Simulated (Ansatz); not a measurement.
# C₂H₆Ga+: single points with varied inputs

Aim: run C₂H₆Ga+ under a spread of inputs, and see what each costs and gives.

Program: Ansatz 0.2.0, Gaussian basis. Level of theory: the settings change from run to run. These are calculated values, not measurements.

## (1) The geometry

The geometry comes from an earlier relaxation with PBE0-D4 in a triple-zeta def2 set; it is a stationary point, not always the lowest conformer.

9 atoms, charge 1, spin multiplicity 1.

Atoms are counted from 1 here; the program's logs count them from 0.

Bond lengths: C1–Ga2 1.906 Å, C1–H4 1.092 Å, C1–H5 1.092 Å, C1–H6 1.092 Å, Ga2–C3 1.906 Å, C3–H7 1.092 Å, C3–H8 1.092 Å, C3–H9 1.092 Å. Angles: Ga2–C1–H4 109.4°, Ga2–C1–H5 109.4°, Ga2–C1–H6 109.4°, H4–C1–H5 109.5°, H4–C1–H6 109.5°, H5–C1–H6 109.5°, C1–Ga2–C3 180.0°, Ga2–C3–H7 109.4°, Ga2–C3–H8 109.4°, Ga2–C3–H9 109.4°, H7–C3–H8 109.5°, H7–C3–H9 109.5°, H8–C3–H9 109.5°.

## (2) PBE/def2-TZVPP

This run has finite nuclei, D3(BJ) dispersion.

File in.yaml:

```yaml
crystal:
  periodic: [false, false, false]
  atoms:
    - {symbol: C, position_ang: [-0.928191, 1.293127, -1.048804]}
    - {symbol: Ga, position_ang: [-0.000005, 0.000000, 0.000005]}
    - {symbol: C, position_ang: [0.928188, -1.293124, 1.048809]}
    - {symbol: H, position_ang: [-1.812931, 0.832261, -1.494118]}
    - {symbol: H, position_ang: [-0.269854, 1.659306, -1.839978]}
    - {symbol: H, position_ang: [-1.232286, 2.126897, -0.411765]}
    - {symbol: H, position_ang: [0.418970, -2.256563, 0.971676]}
    - {symbol: H, position_ang: [1.952425, -1.391055, 0.681650]}
    - {symbol: H, position_ang: [0.943684, -0.970848, 2.092536]}
basis:
  gaussian: {orbitals: def2-TZVPP, nuclear_model: gaussian}
total_charge: 1
hamiltonian: {xc: {name: PBE}, dispersion: d3bj}
output: {forces: true}
```

Launch:

```console
$ ansatz run in.yaml --threads 2 --pin off --events-out ev --progress --plain --max-ram 32768MiB --backend cpu
```

Log, shortened:

```text
Functional definition: PBE
  name "PBE"
  cite "Perdew, Burke & Ernzerhof, Phys. Rev. Lett. 77, 3865 (1996) doi:10.1103/PhysRevLett.77.3865"
  parent pbe
[...]
1082 factors; their error is unknown
[...]
mean field -54532.61686440 eV, -2004.0367062314 hartree, gradient 4.5e-5 eV, S^2 0.000000; 0 other end points of the search recorded, 0 dependent functions left out
[...]
reference -54532.61690276 eV, -2004.0367076409 hartree; 24, 24 occupied and 170, 170 virtual orbitals, 1082 factors
Total energy: -54532.74948465 eV, -2004.0415799357 hartree
Atom 0 at    -0.928191     1.293127    -1.048804 Å, force    -0.004028     0.005350    -0.004294 eV/Å
Atom 1 at    -0.000005     0.000000     0.000005 Å, force    -0.000073     0.000007     0.000044 eV/Å
Atom 2 at     0.928188    -1.293124     1.048809 Å, force     0.003801    -0.005485     0.004482 eV/Å
Atom 3 at    -1.812931     0.832261    -1.494118 Å, force    -0.171591    -0.104971    -0.081242 eV/Å
Atom 4 at    -0.269854     1.659306    -1.839978 Å, force     0.141999     0.063145    -0.151726 eV/Å
Atom 5 at    -1.232286     2.126897    -0.411765 Å, force    -0.053612     0.158052     0.138633 eV/Å
Atom 6 at     0.418970    -2.256563     0.971676 Å, force    -0.111591    -0.184371    -0.024909 eV/Å
Atom 7 at     1.952425    -1.391055     0.681650 Å, force     0.200087    -0.008564    -0.083782 eV/Å
Atom 8 at     0.943684    -0.970848     2.092536 Å, force    -0.004993     0.076837     0.202795 eV/Å
Dipole moment:     0.000002    -0.000002    -0.000002 e Å
```

It took 1.7 s on 2 threads, shared host.

Largest force 0.217 eV/Å.

## (3) r2SCAN/def2-TZVP

Options: unrestricted orbitals, atoms shaken by 0.15 Å, D3(BJ) with three-body dispersion.

File in.yaml:

```yaml
crystal:
  periodic: [false, false, false]
  atoms:
    - {symbol: C, position_ang: [-0.993334, 1.220144, -1.380016]}
    - {symbol: Ga, position_ang: [0.073910, -0.088429, -0.086660]}
    - {symbol: C, position_ang: [1.051722, -1.138961, 1.038588]}
    - {symbol: H, position_ang: [-1.840611, 0.708675, -1.343453]}
    - {symbol: H, position_ang: [-0.318811, 1.627601, -1.727911]}
    - {symbol: H, position_ang: [-1.260632, 2.155221, -0.534965]}
    - {symbol: H, position_ang: [0.730370, -2.179342, 1.113090]}
    - {symbol: H, position_ang: [1.745547, -1.151008, 0.815837]}
    - {symbol: H, position_ang: [1.045844, -1.258495, 2.194988]}
basis:
  gaussian: {orbitals: def2-TZVP}
total_charge: 1
magnetization: {spin_polarized: true, initial_magnetization: 0}
hamiltonian: {xc: {name: r2SCAN}, dispersion: d3bjatm}
output: {forces: true}
```

The command is unchanged.

Log, shortened:

```text
Functional definition: r2SCAN
  name "r2SCAN"
  cite "Furness, Kaplan, Ning, Perdew & Sun, J. Phys. Chem. Lett. 11, 8208 (2020) doi:10.1021/acs.jpclett.0c02405"
  cite "Furness, Kaplan, Ning, Perdew & Sun, J. Phys. Chem. Lett. 11, 9248 (2020) doi:10.1021/acs.jpclett.0c03077"
  parent r2scan
[...]
992 factors; their error is unknown
[...]
mean field -54533.30486679 eV, -2004.0619898530 hartree, gradient 2.9e-5 eV, S^2 0.000000; 0 other end points of the search recorded, 0 dependent functions left out
[...]
reference -54533.30488044 eV, -2004.0619903545 hartree; 24, 24 occupied and 122, 122 virtual orbitals, 992 factors
Total energy: -54533.34040218 eV, -2004.0632957545 hartree
Atom 0 at    -0.993334     1.220144    -1.380016 Å, force    -7.449876    -3.329921    12.960350 eV/Å
Atom 1 at     0.073910    -0.088429    -0.086660 Å, force    -1.787473     2.153860    -1.033094 eV/Å
Atom 2 at     1.051722    -1.138961     1.038588 Å, force   -35.781791    -1.911736    15.131508 eV/Å
Atom 3 at    -1.840611     0.708675    -1.343453 Å, force    -3.635394    -1.944970    -1.964252 eV/Å
Atom 4 at    -0.318811     1.627601    -1.727911 Å, force    11.257863     6.579319    -8.586005 eV/Å
Atom 5 at    -1.260632     2.155221    -0.534965 Å, force     0.593926    -2.548726    -1.683283 eV/Å
Atom 6 at     0.730370    -2.179342     1.113090 Å, force    -0.509272    -0.487829    -1.462524 eV/Å
Atom 7 at     1.745547    -1.151008     0.815837 Å, force    37.477156    -0.461982   -11.951068 eV/Å
Atom 8 at     1.045844    -1.258495     2.194988 Å, force    -0.165140     1.951984    -1.411633 eV/Å
Dipole moment:    -0.044059    -0.057588     0.059337 e Å
```

Wall time 4.3 s (2 threads, shared host).

Largest force 39.339 eV/Å, ⟨S²⟩ 0.000.

## (4) RPBE/pcseg-2

Options: multiplicity 3, atoms shaken by 0.08 Å, high accuracy.

File in.yaml:

```yaml
crystal:
  periodic: [false, false, false]
  atoms:
    - {symbol: C, position_ang: [-0.898079, 1.448547, -0.978724]}
    - {symbol: Ga, position_ang: [-0.145052, 0.106444, -0.046926]}
    - {symbol: C, position_ang: [1.038079, -1.333362, 1.063281]}
    - {symbol: H, position_ang: [-1.807141, 0.810119, -1.443898]}
    - {symbol: H, position_ang: [-0.329829, 1.471793, -1.812650]}
    - {symbol: H, position_ang: [-1.218961, 2.308538, -0.463307]}
    - {symbol: H, position_ang: [0.348466, -2.318426, 0.967763]}
    - {symbol: H, position_ang: [1.911250, -1.290374, 0.755157]}
    - {symbol: H, position_ang: [0.945420, -1.075245, 2.095242]}
basis:
  gaussian: {orbitals: pcseg-2}
total_charge: 1
magnetization: {spin_polarized: true, initial_magnetization: 2}
hamiltonian: {xc: {name: RPBE}}
accuracy: high
output: {forces: true}
```

Same command.

Log, shortened:

```text
Functional definition: RPBE
  name "RPBE"
  cite "Hammer, Hansen & Nørskov, Phys. Rev. B 59, 7413 (1999) doi:10.1103/PhysRevB.59.7413"
  cite "Perdew, Burke & Ernzerhof, Phys. Rev. Lett. 77, 3865 (1996) doi:10.1103/PhysRevLett.77.3865"
[...]
3324 factors; integrals over basis functions are off by at most 2.5e-8 eV
[...]
mean field -54536.87265791 eV, -2004.1931037581 hartree, gradient 5.7e-8 eV, S^2 2.009232; 4 other end points of the search recorded, 0 dependent functions left out
[...]
reference -54536.87266358 eV, -2004.1931039665 hartree; 25, 23 occupied and 162, 164 virtual orbitals, 3324 factors
Total energy: -54536.87266358 eV, -2004.1931039665 hartree
Atom 0 at    -0.898079     1.448547    -0.978724 Å, force    -5.039167     1.078915    -1.474453 eV/Å
Atom 1 at    -0.145052     0.106444    -0.046926 Å, force    -0.667829    -4.406036     0.919930 eV/Å
Atom 2 at     1.038079    -1.333362     1.063281 Å, force    -7.937277    -3.762367     4.633736 eV/Å
Atom 3 at    -1.807141     0.810119    -1.443898 Å, force     1.332121     1.004449     1.610839 eV/Å
Atom 4 at    -0.329829     1.471793    -1.812650 Å, force     2.716375     1.111450    -2.945867 eV/Å
Atom 5 at    -1.218961     2.308538    -0.463307 Å, force    -0.221240     1.572032     0.496875 eV/Å
Atom 6 at     0.348466    -2.318426     0.967763 Å, force     1.307930     2.302196    -0.794846 eV/Å
Atom 7 at     1.911250    -1.290374     0.755157 Å, force     8.539327     0.261159    -3.557873 eV/Å
Atom 8 at     0.945420    -1.075245     2.095242 Å, force    -0.030240     0.838201     1.111659 eV/Å
Dipole moment:     0.174629     0.108277     0.119557 e Å
```

It took 16 s on 2 threads, shared host; peak memory 0.88 GiB.

Largest force 9.931 eV/Å, ⟨S²⟩ 2.009.

## (5) PBE0-DH/ANO-RCC-VTZP

Set apart from the defaults: atoms shaken by 0.03 Å, finite nuclei, relativity set to scalar.

File in.yaml:

```yaml
crystal:
  periodic: [false, false, false]
  atoms:
    - {symbol: C, position_ang: [-0.981279, 1.310734, -1.062927]}
    - {symbol: Ga, position_ang: [-0.006948, -0.005573, -0.005755]}
    - {symbol: C, position_ang: [0.927185, -1.269342, 1.078303]}
    - {symbol: H, position_ang: [-1.778907, 0.844118, -1.519082]}
    - {symbol: H, position_ang: [-0.286153, 1.714506, -1.789564]}
    - {symbol: H, position_ang: [-1.230105, 2.120674, -0.423947]}
    - {symbol: H, position_ang: [0.438477, -2.224861, 0.945060]}
    - {symbol: H, position_ang: [1.932301, -1.389738, 0.671041]}
    - {symbol: H, position_ang: [0.946988, -1.025466, 2.119732]}
basis:
  gaussian: {orbitals: ANO-RCC-VTZP, nuclear_model: gaussian}
total_charge: 1
hamiltonian: {xc: {name: PBE0-DH}, pseudopotentials: {relativity: scalar}}
```

Same command.

Log, shortened:

```text
Functional definition: PBE0-DH
  name "PBE0-DH"
  cite "Brémond & Adamo, J. Chem. Phys. 135, 024106 (2011) doi:10.1063/1.3604569"
  cite "Perdew, Burke & Ernzerhof, Phys. Rev. Lett. 77, 3865 (1996) doi:10.1103/PhysRevLett.77.3865"
[...]
1098 factors; integrals over basis functions are off by at most 1.2e-3 eV
[...]
mean field -55046.75226628 eV, -2022.9308337571 hartree, gradient 4.2e-6 eV, S^2 0.000000; 0 other end points of the search recorded, 0 dependent functions left out
11 core orbitals not correlated: weight in the atoms' cores, before any rotation towards them, 1.000 or more for the frozen orbitals, at most 0.000 for the correlated occupied ones
reference -55046.75228607 eV, -2022.9308344842 hartree; 13, 13 occupied and 163, 163 virtual orbitals, 1098 factors
second order -26.50229518 eV of doubles, -0.00000000 eV of singles
Total energy: -55050.06507297 eV, -2023.0525771572 hartree
Relativity: scalar
```

Run time: 9 s. Hardware: 2 threads, shared host; peak memory 0.47 GiB.

## (6) rPW86-PBE/def2-SVP

Options: unrestricted orbitals, atoms shaken by 0.15 Å.

File in.yaml:

```yaml
crystal:
  periodic: [false, false, false]
  atoms:
    - {symbol: C, position_ang: [-0.997427, 1.350317, -1.084125]}
    - {symbol: Ga, position_ang: [0.207566, 0.086203, 0.048184]}
    - {symbol: C, position_ang: [0.881331, -1.253082, 1.025628]}
    - {symbol: H, position_ang: [-1.795199, 0.795114, -1.688310]}
    - {symbol: H, position_ang: [-0.278279, 1.702826, -1.776146]}
    - {symbol: H, position_ang: [-1.207858, 1.960740, -0.350234]}
    - {symbol: H, position_ang: [0.536887, -2.269968, 1.142726]}
    - {symbol: H, position_ang: [1.778207, -1.232733, 0.454437]}
    - {symbol: H, position_ang: [0.815414, -0.850786, 2.346844]}
basis:
  gaussian: {orbitals: def2-SVP}
total_charge: 1
magnetization: {spin_polarized: true, initial_magnetization: 0}
hamiltonian: {xc: {name: rPW86-PBE}}
```

The command is unchanged.

Log:

```text
Functional definition: rPW86-PBE
  name "rPW86-PBE"
  cite "Murray, Lee & Langreth, J. Chem. Theory Comput. 5, 2754 (2009) doi:10.1021/ct900365q"
  cite "Perdew, Burke & Ernzerhof, Phys. Rev. Lett. 77, 3865 (1996) doi:10.1103/PhysRevLett.77.3865"
  parent pbe
  exchange = rpw86_x
  correlation = pbe_c
1019 factors; their error is unknown
mean field evaluation 1: about -54530.0295 eV, gradient 7.8e1 eV
mean field evaluation 2: about -54456.9969 eV, gradient 1.1e2 eV
mean field evaluation 4: about -54557.6143 eV, gradient 1.9e1 eV
mean field evaluation 8: about -54559.2609 eV, gradient 6.9e-2 eV
mean field evaluation 16: about -54559.2223 eV, gradient 8.2e-5 eV
mean field -54559.22227513 eV, -2005.0144370419 hartree, gradient 8.2e-5 eV, S^2 0.000000; 0 other end points of the search recorded, 0 dependent functions left out
reference -54559.22237217 eV, -2005.0144406083 hartree; 24, 24 occupied and 66, 66 virtual orbitals, 1019 factors
Total energy: -54559.22237217 eV, -2005.0144406083 hartree
```

Run time: 2.7 s. Hardware: 2 threads, shared host.

⟨S²⟩ 0.000.

## (7) B3LYP5/def2-SVPD

Options: density fitting with def2-universal-jkfit, a grid of angular degree 47.

File in.yaml:

```yaml
crystal:
  periodic: [false, false, false]
  atoms:
    - {symbol: C, position_ang: [-0.928191, 1.293127, -1.048804]}
    - {symbol: Ga, position_ang: [-0.000005, 0.000000, 0.000005]}
    - {symbol: C, position_ang: [0.928188, -1.293124, 1.048809]}
    - {symbol: H, position_ang: [-1.812931, 0.832261, -1.494118]}
    - {symbol: H, position_ang: [-0.269854, 1.659306, -1.839978]}
    - {symbol: H, position_ang: [-1.232286, 2.126897, -0.411765]}
    - {symbol: H, position_ang: [0.418970, -2.256563, 0.971676]}
    - {symbol: H, position_ang: [1.952425, -1.391055, 0.681650]}
    - {symbol: H, position_ang: [0.943684, -0.970848, 2.092536]}
basis:
  gaussian: {orbitals: def2-SVPD, fitting: {mean_field: def2-universal-jkfit}, final_grid: {core_spheres: 20, valence_spheres: 16, degree: 47}}
total_charge: 1
hamiltonian: {xc: {name: B3LYP5}}
output: {forces: true}
```

Same command.

Log, shortened:

```text
Functional definition: B3LYP5
  name "B3LYP5"
  cite "Stephens, Devlin, Chabalowski & Frisch, J. Phys. Chem. 98, 11623 (1994) doi:10.1021/j100096a001"
  cite "Becke, Phys. Rev. A 38, 3098 (1988) doi:10.1103/PhysRevA.38.3098"
  cite "Lee, Yang & Parr, Phys. Rev. B 37, 785 (1988) doi:10.1103/PhysRevB.37.785"
  cite "Vosko, Wilk & Nusair, Can. J. Phys. 58, 1200 (1980) doi:10.1139/p80-159"
[...]
524 factors; integrals over basis functions are off by at most 2.5e-1 eV
[...]
mean field -54531.22729250 eV, -2003.9856404061 hartree, gradient 7.7e-5 eV, S^2 0.000000; 0 other end points of the search recorded, 0 dependent functions left out
[...]
reference -54531.22754640 eV, -2003.9856497367 hartree; 24, 24 occupied and 102, 102 virtual orbitals, 524 factors
Total energy: -54531.22754640 eV, -2003.9856497367 hartree
Atom 0 at    -0.928191     1.293127    -1.048804 Å, force     0.000829    -0.001432     0.001222 eV/Å
Atom 1 at    -0.000005     0.000000     0.000005 Å, force    -0.000078     0.000011     0.000039 eV/Å
Atom 2 at     0.928188    -1.293124     1.048809 Å, force    -0.001064     0.001293    -0.001021 eV/Å
Atom 3 at    -1.812931     0.832261    -1.494118 Å, force    -0.237939    -0.119486    -0.121162 eV/Å
Atom 4 at    -0.269854     1.659306    -1.839978 Å, force     0.173091     0.100821    -0.213545 eV/Å
Atom 5 at    -1.232286     2.126897    -0.411765 Å, force    -0.083243     0.225306     0.167026 eV/Å
Atom 6 at     0.418970    -2.256563     0.971676 Å, force    -0.133265    -0.259796    -0.017982 eV/Å
Atom 7 at     1.952425    -1.391055     0.681650 Å, force     0.275252    -0.029298    -0.095115 eV/Å
Atom 8 at     0.943684    -0.970848     2.092536 Å, force     0.006417     0.082582     0.280537 eV/Å
Dipole moment:     0.000003    -0.000002    -0.000001 e Å
```

Wall time 2.5 s (2 threads, shared host).

Largest force 0.293 eV/Å.

## (8) PBE0-DH/aug-cc-pVTZ

This run has charge +2, multiplicity 2, finite nuclei, relativity set to none, high accuracy.

Edit in.yaml of step 7 so:

```diff
@@ -13,5 +13,6 @@
 basis:
-  gaussian: {orbitals: def2-SVPD, fitting: {mean_field: def2-universal-jkfit}, final_grid: {core_spheres: 20, valence_spheres: 16, degree: 47}}
-total_charge: 1
-hamiltonian: {xc: {name: B3LYP5}}
-output: {forces: true}
+  gaussian: {orbitals: aug-cc-pVTZ, nuclear_model: gaussian}
+total_charge: 2
+magnetization: {spin_polarized: true, initial_magnetization: 1}
+hamiltonian: {xc: {name: PBE0-DH}, pseudopotentials: {relativity: none}}
+accuracy: high
```

Same command.

Log, shortened:

```text
Functional definition: PBE0-DH
  name "PBE0-DH"
  cite "Brémond & Adamo, J. Chem. Phys. 135, 024106 (2011) doi:10.1063/1.3604569"
  cite "Perdew, Burke & Ernzerhof, Phys. Rev. Lett. 77, 3865 (1996) doi:10.1103/PhysRevLett.77.3865"
[...]
4326 factors; integrals over basis functions are off by at most 4.1e-9 eV
[...]
mean field -54513.42020595 eV, -2003.3312420454 hartree, gradient 9.0e-8 eV, S^2 0.782076; 0 other end points of the search recorded, 0 dependent functions left out
11 core orbitals not correlated: weight in the atoms' cores, before any rotation towards them, 1.000 or more for the frozen orbitals, at most 0.000 for the correlated occupied ones
reference -54513.42020846 eV, -2003.3312421375 hartree; 13, 12 occupied and 265, 266 virtual orbitals, 4326 factors
second order -15.54739227 eV of doubles, -0.00000000 eV of singles
Total energy: -54515.36363249 eV, -2003.4026616534 hartree
```

Wall time 46 s (2 threads, shared host); peak memory 2.7 GiB.

⟨S²⟩ 0.782.

## (9) r2SCANh/def2-SVPD

This run has atoms shaken by 0.08 Å.

File in.yaml:

```yaml
crystal:
  periodic: [false, false, false]
  atoms:
    - {symbol: C, position_ang: [-0.936218, 1.141518, -1.003329]}
    - {symbol: Ga, position_ang: [0.057755, -0.095103, -0.005409]}
    - {symbol: C, position_ang: [0.997742, -1.255190, 1.011984]}
    - {symbol: H, position_ang: [-1.831743, 0.756731, -1.562383]}
    - {symbol: H, position_ang: [-0.231877, 1.683363, -1.917429]}
    - {symbol: H, position_ang: [-1.191385, 2.165905, -0.399138]}
    - {symbol: H, position_ang: [0.236739, -2.266867, 0.995469]}
    - {symbol: H, position_ang: [1.975018, -1.528964, 0.784155]}
    - {symbol: H, position_ang: [0.850247, -0.891702, 2.105847]}
basis:
  gaussian: {orbitals: def2-SVPD}
total_charge: 1
hamiltonian: {xc: {name: r2SCANh}}
```

Launched as before.

Log, shortened:

```text
Functional definition: r2SCANh
  name "r2SCANh"
  cite "Bursch, Neugebauer, Ehlert & Grimme, J. Chem. Phys. 156, 134105 (2022) doi:10.1063/5.0086040"
  cite "Furness, Kaplan, Ning, Perdew & Sun, J. Phys. Chem. Lett. 11, 8208 (2020) doi:10.1021/acs.jpclett.0c02405"
  cite "Furness, Kaplan, Ning, Perdew & Sun, J. Phys. Chem. Lett. 11, 9248 (2020) doi:10.1021/acs.jpclett.0c03077"
  parent r2scan
[...]
1140 factors; their error is unknown
[...]
mean field -54531.49612137 eV, -2003.9955196846 hartree, gradient 2.2e-5 eV, S^2 0.000000; 0 other end points of the search recorded, 0 dependent functions left out
reference -54531.49613481 eV, -2003.9955201786 hartree; 24, 24 occupied and 102, 102 virtual orbitals, 1140 factors
Total energy: -54531.49613481 eV, -2003.9955201786 hartree
```

Run time: 2.3 s. Hardware: 2 threads, shared host.

## (10) LC-wPBE/def2-SVPD

Options: atoms shaken by 0.08 Å, a point charge of 2.00 e beside it, relativity set to scalar.

File in.yaml:

```yaml
crystal:
  periodic: [false, false, false]
  atoms:
    - {symbol: C, position_ang: [-0.866843, 1.294630, -1.068066]}
    - {symbol: Ga, position_ang: [-0.064130, -0.156434, 0.093364]}
    - {symbol: C, position_ang: [0.842801, -1.286557, 1.026859]}
    - {symbol: H, position_ang: [-1.745020, 0.779450, -1.442796]}
    - {symbol: H, position_ang: [-0.283761, 1.701920, -1.741660]}
    - {symbol: H, position_ang: [-1.185428, 2.149956, -0.440674]}
    - {symbol: H, position_ang: [0.541947, -2.136378, 0.897466]}
    - {symbol: H, position_ang: [1.946733, -1.407354, 0.609816]}
    - {symbol: H, position_ang: [0.853366, -0.907027, 2.053913]}
basis:
  gaussian: {orbitals: def2-SVPD, point_charges: [{charge: 2.00, position_ang: [5.791, -0.358, 0.249]}]}
total_charge: 1
hamiltonian: {xc: {name: LC-wPBE}, pseudopotentials: {relativity: scalar}}
```

The command is unchanged.

Log, shortened:

```text
Functional definition: LC-wPBE
  name "LC-wPBE"
  cite "Vydrov & Scuseria, J. Chem. Phys. 125, 234109 (2006) doi:10.1063/1.2409292"
  cite "Heyd & Scuseria, J. Chem. Phys. 120, 7274 (2004) doi:10.1063/1.1668634"
  cite "Ernzerhof & Perdew, J. Chem. Phys. 109, 3313 (1998) doi:10.1063/1.476928"
  cite "Perdew, Burke & Ernzerhof, Phys. Rev. Lett. 77, 3865 (1996) doi:10.1103/PhysRevLett.77.3865"
  parent pbe
[...]
1137 factors; their error is unknown
523 factors; integrals over basis functions are off by at most 1.6e-5 eV
[...]
mean field -54930.23716217 eV, -2018.6489826579 hartree, gradient 2.7e-5 eV, S^2 0.000000; 0 other end points of the search recorded, 0 dependent functions left out
reference -54930.23716218 eV, -2018.6489826581 hartree; 24, 24 occupied and 102, 102 virtual orbitals, 1137 factors
Total energy: -54930.23716218 eV, -2018.6489826581 hartree
Relativity: scalar
```

It took 1.6 s on 2 threads, shared host.

## (11) The runs in one table

| level | charge | multiplicity | geometry | functions | energy (eV) | time |
| --- | --- | --- | --- | --- | --- | --- |
| PBE/def2-TZVPP | 1 | 1 | relaxed | 194 | -54532.749 | 1.7 s |
| r2SCAN/def2-TZVP | 1 | 1 | shaken | 146 | -54533.340 | 4.3 s |
| RPBE/pcseg-2 | 1 | 3 | shaken | 187 | -54536.873 | 16 s |
| PBE0-DH/ANO-RCC-VTZP | 1 | 1 | shaken | 187 | -55050.065 | 9 s |
| rPW86-PBE/def2-SVP | 1 | 1 | shaken | 90 | -54559.222 | 2.7 s |
| B3LYP5/def2-SVPD | 1 | 1 | relaxed | 126 | -54531.228 | 2.5 s |
| PBE0-DH/aug-cc-pVTZ | 2 | 2 | relaxed | 289 | -54515.364 | 46 s |
| r2SCANh/def2-SVPD | 1 | 1 | shaken | 126 | -54531.496 | 2.3 s |
| LC-wPBE/def2-SVPD | 1 | 1 | shaken, point charge | 126 | -54930.237 | 1.6 s |

## (12) Outcome

| quantity | value |
| --- | --- |
| runs | 9 |
| quickest | LC-wPBE/def2-SVPD, 1.6 s |
| slowest | PBE0-DH/aug-cc-pVTZ, 46 s |
| spread of total energies, same state and geometry | 1.5 eV |

What this shows: PBE0-DH/aug-cc-pVTZ took 29 times as long as LC-wPBE/def2-SVPD. The jobs differ in tasks and options as well as level. The totals spread over 2 eV; they can't be compared across methods or bases. At the PBE0-D4/def2-TZVP geometry and in the same state, runs without warnings or point charges leave forces up to 0.29 eV/Å (B3LYP5/def2-SVPD), against 39.3 eV/Å where the atoms were moved.
